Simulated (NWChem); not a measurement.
**CH6Ge (methyl germane): MP2/jorge-DZP, part 1 of 2**

What is the vertical ionisation energy of CH6Ge (methyl germane) at MP2/jorge-DZP? 

The results are computed with NWChem 7.3.0.

## (1) The system as given

CH6Ge: 8 atoms, total charge 0, spin state singlet. As SMILES, `[CH3][GeH3]`. Geometry: relaxed at PBE0-D4/def2-TZVP.

Bond lengths: C1–Ge2 1.953 Å, C1–H3 1.090 Å, C1–H4 1.090 Å, C1–H5 1.091 Å, Ge2–H6 1.539 Å, Ge2–H7 1.539 Å, Ge2–H8 1.539 Å. Some angles: C1–Ge2–H6 110.4°, C1–Ge2–H7 110.4°, C1–Ge2–H8 110.4°, Ge2–C1–H3 110.3°, Ge2–C1–H4 110.3°, Ge2–C1–H5 110.3°, H6–Ge2–H7 108.5°, H6–Ge2–H8 108.5°, H7–Ge2–H8 108.5°, H3–C1–H4 108.6°.

## (2) The energy at MP2/jorge-DZP

run.nw

```
start run
title "CH6Ge"
memory total 2200 mb
charge 0

geometry noautosym nocenter noautoz
C     -0.310900     0.190300    -0.971400
Ge     0.296900    -0.181900     0.846700
H     -1.380100     0.404200    -0.976500
H      0.218800     1.052200    -1.378400
H     -0.124600    -0.669400    -1.616000
H      0.030700     1.028200     1.760100
H      1.807100    -0.479600     0.857700
H     -0.445700    -1.401200     1.422100
end

basis "ao basis" spherical bse
* library jorge-DZP
end

scf
thresh 1e-08
maxiter 80
noprint "final vectors analysis"
end

mp2
freeze core 10
tight
end

task mp2 energy
```

Command:

```bash
$ nwchem run.nw > run.out
```

The log of the run:

```text
Northwest Computational Chemistry Package (NWChem) 7.3.0
             --------------------------------------------------------

           Job information
           ---------------

    nwchem branch   = 7.3.0
    use scalapack   = T
    input           = run.nw
    prefix          = run.
    data base       = ./run.db
    status          = startup
    nproc           =        1

           Memory information
           ------------------

    heap     =     72089598 doubles =      550.0 Mbytes
    stack    =     72089595 doubles =      550.0 Mbytes
    global   =    144179200 doubles =     1100.0 Mbytes (distinct from heap & stack)
    total    =    288358393 doubles =     2200.0 Mbytes
    verify   = yes
    hardfail = no

           Directory information
           ---------------------

  0 permanent = .
  0 scratch   = .

                                NWChem Input Module
                                -------------------

                                       CH6Ge
                                       -----

 Scaling coordinates for geometry "geometry" by  1.889725989
 (inverse scale =  0.529177249)

                             Geometry "geometry" -> ""
                             -------------------------

 Output coordinates in angstroms (scale by  1.889725989 to convert to a.u.)

  No.       Tag          Charge          X              Y              Z
 ---- ---------------- ---------- -------------- -------------- --------------
    1 C                    6.0000    -0.31090000     0.19030000    -0.97140000
    2 Ge                  32.0000     0.29690000    -0.18190000     0.84670000
    3 H                    1.0000    -1.38010000     0.40420000    -0.97650000
    4 H                    1.0000     0.21880000     1.05220000    -1.37840000
    5 H                    1.0000    -0.12460000    -0.66940000    -1.61600000
    6 H                    1.0000     0.03070000     1.02820000     1.76010000
    7 H                    1.0000     1.80710000    -0.47960000     0.85770000
    8 H                    1.0000    -0.44570000    -1.40120000     1.42210000

      Atomic Mass
      -----------

      C                 12.000000
      Ge                73.921900
      H                  1.007825

 Effective nuclear repulsion energy (a.u.)     119.9949156512

            Nuclear Dipole moment (a.u.)
            ----------------------------
        X                 Y               Z
 ---------------- ---------------- ----------------
    14.6295027132    -8.9659939254    40.3173039664

            XYZ format geometry
            -------------------
     8
 geometry
 C                    -0.31090000     0.19030000    -0.97140000
 Ge                    0.29690000    -0.18190000     0.84670000
 H                    -1.38010000     0.40420000    -0.97650000
 H                     0.21880000     1.05220000    -1.37840000
 H                    -0.12460000    -0.66940000    -1.61600000
 H                     0.03070000     1.02820000     1.76010000
 H                     1.80710000    -0.47960000     0.85770000
 H                    -0.44570000    -1.40120000     1.42210000

 ==============================================================================
                                internuclear distances
 ------------------------------------------------------------------------------
       center one      |      center two      | atomic units |  angstroms
 ------------------------------------------------------------------------------
    2 Ge               |   1 C                |     3.69026  |     1.95280
    3 H                |   1 C                |     2.06055  |     1.09040
    4 H                |   1 C                |     2.06067  |     1.09046
    5 H                |   1 C                |     2.06084  |     1.09055
    6 H                |   2 Ge               |     2.90889  |     1.53932
    7 H                |   2 Ge               |     2.90886  |     1.53930
    8 H                |   2 Ge               |     2.90873  |     1.53923
 ------------------------------------------------------------------------------
                         number of included internuclear distances:          7
 ==============================================================================

 ==============================================================================
                                 internuclear angles
 ------------------------------------------------------------------------------
        center 1       |       center 2       |       center 3       |  degrees
 ------------------------------------------------------------------------------
    2 Ge               |   1 C                |   3 H                |   110.30
    2 Ge               |   1 C                |   4 H                |   110.30
    2 Ge               |   1 C                |   5 H                |   110.30
    3 H                |   1 C                |   4 H                |   108.63
    3 H                |   1 C                |   5 H                |   108.63
    4 H                |   1 C                |   5 H                |   108.63
    1 C                |   2 Ge               |   6 H                |   110.41
    1 C                |   2 Ge               |   7 H                |   110.42
    1 C                |   2 Ge               |   8 H                |   110.42
    6 H                |   2 Ge               |   7 H                |   108.51
    6 H                |   2 Ge               |   8 H                |   108.51
    7 H                |   2 Ge               |   8 H                |   108.51
 ------------------------------------------------------------------------------
                            number of included internuclear angles:         12
 ==============================================================================

 Summary of "ao basis" -> "" (spherical)
 ------------------------------------------------------------------------------
       Tag                 Description            Shells   Functions and Types
 ---------------- ------------------------------  ------  ---------------------
 *                         jorge-DZP                  on all atoms

                      Basis "ao basis" -> "ao basis" (spherical)
                      -----
  [basis functions not shown]

 Summary of "ao basis" -> "ao basis" (spherical)
 ------------------------------------------------------------------------------
       Tag                 Description            Shells   Functions and Types
 ---------------- ------------------------------  ------  ---------------------
 C                         jorge-DZP                 7       15   4s2p1d
 Ge                        jorge-DZP                17       43   8s6p2d1f
 H                         jorge-DZP                 3        5   2s1p

                                 NWChem SCF Module
                                 -----------------

                                       CH6Ge

  ao basis        = "ao basis"
  functions       =    88
  atoms           =     8
  closed shells   =    22
  open shells     =     0
  charge          =   0.00
  wavefunction    = RHF
  input vectors   = atomic
  output vectors  = ./run.movecs
  use symmetry    = F
  symmetry adapt  = F

 Summary of "ao basis" -> "ao basis" (spherical)
 ------------------------------------------------------------------------------
       Tag                 Description            Shells   Functions and Types
 ---------------- ------------------------------  ------  ---------------------
 C                         jorge-DZP                 7       15   4s2p1d
 Ge                        jorge-DZP                17       43   8s6p2d1f
 H                         jorge-DZP                 3        5   2s1p

 Forming initial guess at       0.1s

      Superposition of Atomic Density Guess
      -------------------------------------

 Sum of atomic energies:       -2115.89789693

      Non-variational initial energy
      ------------------------------

 Total energy =   -2116.899413
 1-e energy   =   -3187.097610
 2-e energy   =     950.203282
 HOMO         =      -0.384593
 LUMO         =       0.075116

 Starting SCF solution at       0.7s

 ----------------------------------------------
         Quadratically convergent ROHF

 Convergence threshold     :          1.000E-08
 Maximum no. of iterations :           80
 Final Fock-matrix accuracy:          1.000E-10
 ----------------------------------------------

              iter       energy          gnorm     gmax       time
             ----- ------------------- --------- --------- --------
                 1    -2116.6270889149  5.33D-01  1.68D-01      1.6
                 2    -2116.6484194399  2.24D-01  4.78D-02      2.7
                 3    -2116.6508556930  1.26D-02  3.46D-03      5.1
                 4    -2116.6508686398  1.05D-04  3.33D-05      8.5
                 5    -2116.6508686414  1.31D-08  5.57D-09     15.1
                 6    -2116.6508686414  2.05D-10  5.74D-11     18.3

       Final RHF  results
       ------------------

         Total SCF energy =  -2116.650868641399
      One-electron energy =  -3189.085298947226
      Two-electron energy =    952.439514654613
 Nuclear repulsion energy =    119.994915651213

        Time for solution =     17.7s

             Final eigenvalues
             -----------------

              1
    1 -405.2161
    2  -52.1272
    3  -46.2187
    4  -46.2187
    5  -46.2185
    6  -11.2237
    7   -7.1762
    8   -5.1513
    9   -5.1513
   10   -5.1510
   11   -1.6221
   12   -1.6221
   13   -1.6215
   14   -1.6189
   15   -1.6189
   16   -0.9466
   17   -0.7109
   18   -0.5654
   19   -0.5653
   20   -0.4589
   21   -0.4588
   22   -0.4410
   23    0.1534
   24    0.1875
   25    0.1944
   26    0.1944
   27    0.2389
   28    0.2397
   29    0.2398
   30    0.4724
   31    0.4724
   32    0.5220

 center of mass
 --------------
 x =   0.37650427 y =  -0.23072548 z =   1.04796988

 moments of inertia (a.u.)
 ------------------
         192.698864045815          10.439497788886         -50.995922508619
          10.439497788886         203.353467471327          31.226880612314
         -50.995922508619          31.226880612314          57.203667950790

  Mulliken analysis of the total density
  --------------------------------------

    Atom       Charge   Shell Charges
 -----------   ------   -------------------------------------------------------
    1 C    6     6.62   0.93  1.06  0.63  0.66  2.50  0.81  0.04
    2 Ge  32    31.09   0.37  0.72  0.87  1.04  0.97  2.02  0.70  0.49  2.49  2.53  1.21  5.77  0.97  0.93  8.24  1.76  0.00
    3 H    1     0.90   0.73  0.15  0.03
    4 H    1     0.90   0.73  0.15  0.03
    5 H    1     0.90   0.73  0.15  0.03
    6 H    1     1.20   0.77  0.42  0.02
    7 H    1     1.20   0.77  0.42  0.02
    8 H    1     1.20   0.77  0.42  0.02

       Multipole analysis of the density wrt the origin
       ------------------------------------------------

     L   x y z        total         open         nuclear
     -   - - -        -----         ----         -------
     0   0 0 0     -0.000000      0.000000     44.000000

     1   1 0 0     -0.073652      0.000000     14.629503
     1   0 1 0      0.044983      0.000000     -8.965994
     1   0 0 1     -0.220207      0.000000     40.317304

     2   2 0 0    -21.090180      0.000000     31.546841
     2   1 1 0      0.038851      0.000000     -9.063338
     2   1 0 1     -0.183377      0.000000     43.116884
     2   0 2 0    -21.050602      0.000000     22.302224
     2   0 1 1      0.112050      0.000000    -26.408677
     2   0 0 2    -21.558468      0.000000    142.569389

                   NWChem MP2 Semi-direct Energy/Gradient Module
                   ---------------------------------------------

                                       CH6Ge

  Basis functions       =     88
  Molecular orbitals    =     88
  Frozen core           =     10
  Frozen virtuals       =      0
  Active alpha occupied =     12
  Active beta occupied  =     12
  Active alpha virtual  =     66
  Active beta virtual   =     66
  Use MO symmetry       = F
  Use skeleton AO sym   = F

  AO/Fock/Back tols     =   1.0D-11  1.0D-11  1.0D-11

 GA uses MA = F    GA memory limited = T

 Available:
  local mem=  1.26D+08
 global mem=  1.44D+08
 local disk=  0.00D+00
   1 passes of  12:        4194304                      55381                  10474849.
   1 passes of  12: M    126148116           G      144163712           F     121953812.

 Semi-direct pass number   1 of   1  for RHF alpha+beta  at       18.4s
 Done moints_semi at       21.6s
 Done maket at       21.8s
 Done multipass loop at       21.8s

          -------------------------------------------
          SCF energy               -2116.650868641399
          Correlation energy          -0.527789403802
          Singlet pairs               -0.296357616475
          Triplet pairs               -0.231431787327
          Total MP2 energy         -2117.178658045201
          -------------------------------------------

          ---------------------------------------------------
                    Spin Component Scaled (SCS) MP2
          Same spin pairs                     -0.154287858218
          Same spin scaling factor             0.333333333333
          Opposite spin pairs                 -0.373501545584
          Opposite spin scaling fact.          1.200000000000
          SCS-MP2 correlation energy          -0.499631140773
          Total SCS-MP2 energy             -2117.150499782173
          ---------------------------------------------------

 -----------------------
 Task  times  cpu:       21.7s     wall:       21.7s
 Total times  cpu:       21.8s     wall:       21.8s
```

It took 23 s on 1 thread of AMD EPYC 7R13 (Zen 3), shared host; peak memory 0.21 GiB.

(Continued in part 2 of 2.)
